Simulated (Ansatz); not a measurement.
**AlH₅O₄: basis-set convergence**

How large a basis does AlH₅O₄ need? Two functionals are run in growing sets.

Computed with Ansatz 0.2.0, Gaussian basis. Level: one geometry, several basis sets.

Levels to be run: PBE0-D4/def2-SVP; ωB97M-V/def2-SVP; PBE0-D4/def2-QZVPP; ωB97M-V/def2-QZVPP; the functionals' def2-TZVPP values are taken from earlier runs.

## (1) The geometry

All runs share one geometry, relaxed beforehand with PBE0-D4 in a triple-zeta def2 set.

SMILES `[OH][Al-]([OH])([OH])[OH2+]`, 10 atoms, charge 0, spin multiplicity 1.

Atoms are counted from 1 here; the program's logs count them from 0.

Bond lengths: O1–Al2 1.720 Å, O1–H6 0.955 Å, Al2–O3 1.707 Å, Al2–O4 1.724 Å, Al2–O5 1.965 Å, O3–H7 0.955 Å, O4–H8 0.953 Å, O5–H9 0.967 Å, O5–H10 0.969 Å. Angles: Al2–O1–H6 120.6°, O1–Al2–O3 114.4°, O1–Al2–O4 119.4°, O1–Al2–O5 93.2°, O3–Al2–O4 120.7°, O3–Al2–O5 112.2°, O4–Al2–O5 88.1°, Al2–O3–H7 121.7°, Al2–O4–H8 125.3°, Al2–O5–H9 103.7°, Al2–O5–H10 102.3°, H9–O5–H10 107.8°.

## (2) PBE0-D4 in def2-SVP

Input file in.yaml:

```yaml
crystal:
  periodic: [false, false, false]
  atoms:
    - {symbol: O, position_ang: [-1.400070, 0.801130, 0.698932]}
    - {symbol: Al, position_ang: [-0.111736, -0.245487, 0.247838]}
    - {symbol: O, position_ang: [0.782304, -0.869257, 1.561127]}
    - {symbol: O, position_ang: [-0.201844, -1.104501, -1.244418]}
    - {symbol: O, position_ang: [0.857256, 1.175121, -0.703924]}
    - {symbol: H, position_ang: [-1.701682, 0.837435, 1.604361]}
    - {symbol: H, position_ang: [1.438435, -1.552358, 1.442073]}
    - {symbol: H, position_ang: [-0.662028, -1.928281, -1.378685]}
    - {symbol: H, position_ang: [0.288057, 1.949878, -0.598352]}
    - {symbol: H, position_ang: [0.794510, 0.885120, -1.625950]}
basis:
  gaussian: {orbitals: def2-SVP}
hamiltonian: {xc: pbe0, dispersion: d4}
output: {orbitals: {seedname: orbitals}}
```

On the command line:

```sh
ansatz run in.yaml --threads 4 --pin off --events-out ev --progress --plain --max-ram 10444MiB
```

Further steps of the session: ωB97M-V in def2-SVP; PBE0-D4 in def2-QZVPP; ωB97M-V in def2-QZVPP.

Q: Predict the results of all the runs planned. Wanted: PBE0-D4: double and triple zeta above quadruple; ωB97M-V: double and triple zeta above quadruple.

**Answer**, as computed:

| quantity | value |
| --- | --- |
| PBE0-D4: double and triple zeta above quadruple | 13.71, 0.74 eV |
| ωB97M-V: double and triple zeta above quadruple | 13.87, 0.70 eV |

**Reading.** For PBE0-D4 the step from double to triple zeta gains 12.97 eV and the next only 0.74 eV. These are total energies; as a rule much of such shifts cancels in differences, which this series doesn't test. The LUMO of ωB97M-V is positive and keeps falling with the basis (2.09 to 0.96 eV): an unbound level that the basis holds in place.
